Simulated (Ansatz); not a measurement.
2 structures of ZrBrN, a ranking of polymorphs by energy

Computed with the Python package of Ansatz (0.2.0).

The cells in order, each with its output:

In [1]:
```python
import warnings

import ansatz
import numpy as np
```

In [2]:
```python
PHASES = {
    'P-3m1': (
        [(3.49647, 0.0, 0.0), (-1.748235, 3.028032, 0.0), (0.0, 0.0, 13.873535)],
        [
            ('Zr', (0.0, 0.0, 0.836203)),
            ('Zr', (0.0, 0.0, 0.163797)),
            ('Br', (2 / 3, 1 / 3, 0.310589)),
            ('Br', (1 / 3, 2 / 3, 0.689411)),
            ('N', (2 / 3, 1 / 3, 0.879084)),
            ('N', (1 / 3, 2 / 3, 0.120916)),
        ],
    ),
    'R-3m': (
        [(1.827061, 1.054854, 10.150805), (-1.827061, 1.054854, 10.150805), (0.0, -2.109708, 10.150805)],
        [
            ('Zr', (0.875971, 0.875971, 0.875971)),
            ('Zr', (0.124029, 0.124029, 0.124029)),
            ('Br', (0.60763, 0.60763, 0.60763)),
            ('Br', (0.39237, 0.39237, 0.39237)),
            ('N', (0.804946, 0.804946, 0.804946)),
            ('N', (0.195054, 0.195054, 0.195054)),
        ],
    ),
}
```

In [3]:
```python
def build(vectors, sites):
    crystal = ansatz.Crystal(lattice=ansatz.Lattice.of(vectors))
    for symbol, position in sites:
        crystal = crystal.atom(symbol, position)
    return crystal
```

In [4]:
```python
def solve(name, crystal):
    calc = (
        crystal.calculation()
        .functional('r2scan')
        .basis(600)
        .kpoints(spacing=0.44)
        .occupations('fermi_dirac', width=0.02)
        .stress()
        .band_table()
    )
    calc = calc.relax(force_tolerance=0.02, max_steps=40, cell=True)
    return calc.run(threads=1)
```

In [5]:
```python
def volume_per_atom(outcome):
    return abs(np.linalg.det(outcome.lattice.cell_ang)) / len(outcome.lattice.sites)
```

In [6]:
```python
def pressure_gpa(outcome):
    return float(np.trace(outcome.report['stress_gpa']) / 3)
```

In [7]:
```python
warnings.simplefilter('ignore')

phases = {name: build(*cell) for name, cell in PHASES.items()}
```

In [8]:
```python
done = {}
for name, crystal in phases.items():
    try:
        done[name] = solve(name, crystal)
    except ansatz.NonConvergedError as error:
        print(name, 'did not converge:', str(error)[:120])
```

In [9]:
```python
energy = {name: o.report['energy_sigma0_ev'] / len(o.lattice.sites) for name, o in done.items()}
lowest = min(energy.values())
rows = [(name, len(o.lattice.sites), 1000 * (energy[name] - lowest), volume_per_atom(o), pressure_gpa(o)) for name, o in done.items()]
rows.sort(key=lambda row: row[2])
print('     phase       atoms  dE (meV/atom)  V (A^3/atom)     P (GPa)')
for row in rows:
    print(f'{str(row[0]):>10}  {row[1]:10d}  {row[2]:13.1f}  {row[3]:12.3f}  {row[4]:10.2f}')
print('order:', ' < '.join(row[0] for row in rows))
```
```text
     phase       atoms  dE (meV/atom)  V (A^3/atom)     P (GPa)
      R-3m           6            0.0        19.463        0.00
     P-3m1           6          294.4        21.502        0.00
order: R-3m < P-3m1
```

By space group at the end of each run: R-3m (+0 meV an atom, 19.5 Å³) and P-3m1 (+294 meV an atom, 21.5 Å³).

Spin is left out of this run. Pressure is positive in compression. The cells come from databases of deposited and of computed structures, and not all need be stable phases. The ranking holds among these structures alone, at zero temperature; the ground state may be another structure. Differences under 10 to 15 meV an atom lie within the error of mesh and functional. Finished in 3.8 min on 1 thread of Arm Neoverse V1, on a shared host, peak memory 0.99 GiB.
